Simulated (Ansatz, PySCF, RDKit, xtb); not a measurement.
**Which structure has the formula SiNH2OF?**

Given the formula SiNH2OF and nothing else, which arrangement of the atoms is the most stable in the gas at 298.15 K, and what are its properties?

The funnel: GFN2-xTB relaxations, single points with a density functional, relaxations at B3LYP/6-31G*, harmonic vibrations, and a last energy at a higher level. All values are calculated.

4 further runs of the same task are left out: 4 set aside as unsound or not needed.

## Step 1: Possible bonding patterns

A program enumerates the bonding patterns with one Lewis structure each (two rings at most, one unusual centre or charged pair), with their diastereomers. O–O, O–halogen and N–halogen bonds and N–N–N chains are not drawn. That gives 19 candidates.

c049 ON[Si]F (triplet); c069 N=[Si](O)F; c126 [N-]=[O+][SiH2]F; c130 [O-]/[NH+]=[SiH]\F; c205 [O-]/[NH+]=[SiH]/F; c225 NO[Si]F (triplet); c266 O/N=[SiH]/F; c422 [NH-]/[O+]=[SiH]\F; c437 [NH-]/[O+]=[SiH]/F; c562 ON[Si]F; c579 [O-][NH2+][Si]F (triplet); c603 N[Si](=O)F; c618 F[Si-]1[NH2+]O1; c632 O=N[SiH2]F; c676 F[si-]1[nH][oH+]1; c886 [O-][NH2+][Si]F; c900 F[Si@@H]1NO1; c913 NO[Si]F; c923 O/N=[SiH]\F.

Candidates are built by distance geometry, with a force field where one applies, in up to four conformers (letters a to d). 2 starts with atoms placed at random are added, to find patterns that the rules miss.

Q: Predict the outcome of this search (final energies at CCSD(T)/def2-TZVPP).

| quantity | value |
| --- | --- |
| lowest structure found | N[Si](=O)F, singlet, Cs |
| next finalist | N=[Si](O)F, singlet, 16.9 kcal/mol higher in G |
| share at equilibrium, among the finalists | 100.0 % |
| harmonic wavenumbers, lowest and highest (B3LYP/6-31G*) | 282 and 3699 cm⁻¹ |
| rotational constants, same geometry | 0.2714, 0.2316, 0.125 cm⁻¹ |
| dipole moment (PBE0/def2-TZVPD) | 4.82 D |
| HOMO energy (PBE0/def2-TZVPD) | -8.57 eV |
| LUMO energy (PBE0/def2-TZVPD) | -1.37 eV |
| HOMO–LUMO gap (PBE0/def2-TZVPD) | 7.20 eV |
| lowest excitation (TD-CAM-B3LYP/def2-SVPD) | 5.88 eV (f = 0.007) |
| strongest of the states computed, same level | 8.18 eV (f = 0.180) |
| lowest triplet excitation, same level, Tamm-Dancoff | 5.43 eV |
| vertical ionisation energy | 10.88 eV |
| vertical electron affinity | -0.09 eV (unbound: the value depends on the basis) |
| vertical triplet less singlet | +5.10 eV |

`N[Si](=O)F` comes out lowest. The margin of 16.9 kcal/mol over the next finalist is beyond the usual error of the last level; it says nothing of structures that weren't ranked. B3LYP/6-31G*, HF/def2-TZVPP and MP2/def2-TZVPP already put its bonding pattern lowest among the structures in one piece. Lowest found is not proven lowest: the search is finite, and each finalist counts with one conformer. Patterns outside the rules of the enumeration were met only by chance.
